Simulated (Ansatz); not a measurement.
# CH5In: how energies converge with the basis set

An exercise on one series of results from a longer session: the logs are not shown, and one member is left open.

The runs use Ansatz 0.2.0, Gaussian basis; one geometry, several basis sets.

The runs, in order: PBE0-D4/def2-SVP; ωB97M-V/def2-SVP; PBE0-D4/def2-QZVPP; ωB97M-V/def2-QZVPP; the functionals' def2-TZVPP values are taken from earlier runs.

## The geometry

An earlier PBE0-D4 in a triple-zeta def2 set relaxation fixed the geometry. In takes the def2 core potential; no spin-orbit term is included.

SMILES `[CH3][InH2]`, 7 atoms, charge 0, spin multiplicity 1.

Atoms are counted from 1 here; the program's logs count them from 0.

Bond lengths: C1–In2 2.153 Å, C1–H3 1.090 Å, C1–H4 1.093 Å, C1–H5 1.091 Å, In2–H6 1.730 Å, In2–H7 1.731 Å. Angles: In2–C1–H3 111.6°, In2–C1–H4 109.1°, In2–C1–H5 110.7°, H3–C1–H4 108.3°, H3–C1–H5 109.4°, H4–C1–H5 107.6°, C1–In2–H6 120.8°, C1–In2–H7 120.0°, H6–In2–H7 119.3°.

Set-up of the first run:

Input file in.yaml:

```yaml
crystal:
  periodic: [false, false, false]
  atoms:
    - {symbol: C, position_ang: [-0.528509, -0.700605, -0.498646]}
    - {symbol: In, position_ang: [0.594323, 0.783777, 0.583979]}
    - {symbol: H, position_ang: [-1.415557, -1.012395, 0.052481]}
    - {symbol: H, position_ang: [-0.848333, -0.279993, -1.455857]}
    - {symbol: H, position_ang: [0.091188, -1.573000, -0.711992]}
    - {symbol: H, position_ang: [-0.133531, 1.676965, 1.874912]}
    - {symbol: H, position_ang: [2.240419, 1.105250, 0.155123]}
basis:
  gaussian: {orbitals: def2-SVP}
hamiltonian: {xc: pbe0, dispersion: d4}
output: {orbitals: {seedname: orbitals}}
```

On the command line:

```console
ansatz run in.yaml --threads 2 --pin off --events-out ev --progress --plain --max-ram 32768MiB --backend cpu
```

Steps of the session up to this table: PBE0-D4 in def2-SVP; ωB97M-V in def2-SVP; PBE0-D4 in def2-QZVPP; ωB97M-V in def2-QZVPP.

One table of the session follows, with a row left open; its other results are not shown here.

It belongs to the step «Functionals by basis». 

| functional | basis | HOMO (eV) | LUMO (eV) |
| --- | --- | --- | --- |
| PBE0-D4 | def2-SVP | -7.54 | -1.50 |
| PBE0-D4 | def2-TZVPP | -7.56 | -1.55 |
| PBE0-D4 | def2-QZVPP | -7.57 | -1.55 |
| ωB97M-V | def2-SVP | ? | ? |
| ωB97M-V | def2-TZVPP | -9.74 | -0.12 |
| ωB97M-V | def2-QZVPP | -9.75 | -0.16 |

Q: Estimate the row for ωB97M-V, def2-SVP from the others.

**Answer.** HOMO (eV): -9.69; LUMO (eV): 0.05. In the column «HOMO (eV)» it lies between ωB97M-V, def2-TZVPP (-9.74) and PBE0-D4, def2-QZVPP (-7.57).
